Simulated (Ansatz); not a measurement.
# AlFH3NTe: the cost of one run

All numbers below are computed with Ansatz 0.2.0 (RKS PBE/def2-SVP).

### 1 The starting structure

Bond lengths: N1–Al2 1.851 Å, Al2–F3 1.769 Å, Al2–Te4 2.577 Å, N1–H5 1.019 Å, N1–H6 1.083 Å, Te4–H7 1.712 Å. Angles: N1–Al2–F3 119.1°, N1–Al2–Te4 122.2°, F3–Al2–Te4 118.7°, Al2–N1–H5 111.0°, Al2–N1–H6 109.3°, H5–N1–H6 104.6°, Al2–Te4–H7 91.4°.

As a file:

```xyz
7

N    -0.5646    1.1907    0.7979
Al    0.5718   -0.1640    0.2497
F     2.2351   -0.1872    0.8514
Te   -0.1824   -2.0180   -1.3729
H    -0.7295    1.1441    1.8026
H    -1.5405    1.0405    0.3529
H     0.2714   -1.0740   -2.7272
```

### 2 End point A

Contents of input.yaml:

```yaml
crystal:
  periodic: [false, false, false]
  atoms:
    - { symbol: "N", position_ang: [-0.5646, 1.1907, 0.7979] }
    - { symbol: Al, position_ang: [0.5718, -0.164, 0.2497] }
    - { symbol: F, position_ang: [2.2351, -0.1872, 0.8514] }
    - { symbol: Te, position_ang: [-0.1824, -2.018, -1.3729] }
    - { symbol: H, position_ang: [-0.7295, 1.1441, 1.8026] }
    - { symbol: H, position_ang: [-1.5405, 1.0405, 0.3529] }
    - { symbol: H, position_ang: [0.2714, -1.074, -2.7272] }
basis:
  gaussian: { orbitals: def2-SVP }
hamiltonian:
  xc: pbe
relax:
  f_tol: 0.02
  max_steps: 50
```

On the command line:

```
> ansatz run input.yaml --threads 2 --pin off --max-ram 3072MiB --backend cpu --events-out ev --progress --plain --runs-dir out
```

**Question.** How long does this run take on 2 threads of Intel Xeon Platinum 8488C (Sapphire Rapids), shared host, and how much memory does it need?

About 21 s, with a peak of 0.16 GiB.
